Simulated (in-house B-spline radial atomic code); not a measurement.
# Cl⁹⁺: ionisation energy by several methods

An exercise on one series of results from a longer session: the logs are not shown, and one member is left open.

Program: in-house B-spline radial atomic code version 1. Level of theory: scalar-relativistic (X2C), several functionals, spin-polarised; spherical all-electron atom at the radial basis limit. These are calculated values, not measurements, unless marked.

## The atom as given

```
element       : chlorine (Z = 17)
charge        : +9
electrons     : 8
configuration : [He] 2s2 2p4
nucleus       : Fermi, rms radius 3.365 fm
```

The outer shells:

[He] 2s2 2p4
```
[He] core
2s [↑↓]
2p [↑↓][↑ ][↑ ]
```

Where spins are not typed, each open shell is filled with up spins first.

Set-up of the first run:

The run's settings:

```ini
Z = 17
electrons = 8.0
configuration = [He] 2s2 2p4
hamiltonian = x2c
method = rpbe,pbe
spin_polarised = True
nucleus = fermi
rms_radius = 3.3654
mass_number = 35
atomic_mass = 34.968852694
speed_of_light = 137.035999084
```

Steps of the session up to this table: RPBE; BP86; AM05; OLYP; LDA (VWN5); SCAN; revTPSS; exchange-only LDA.

One table of the session follows, with a row left open; its other results are not shown here.

| method | ΔSCF (eV) |
| --- | --- |
| LDA (VWN5) | 455.00 |
| exchange-only LDA | ? |
| RPBE | 454.80 |
| BP86 | 455.50 |
| AM05 | 454.19 |
| OLYP | 454.34 |
| SCAN | 453.55 |
| revTPSS | 454.00 |

Estimate the missing values for exchange-only LDA.

The run gave: ΔSCF (eV): 451.62. In the column «ΔSCF (eV)» it is the lowest.
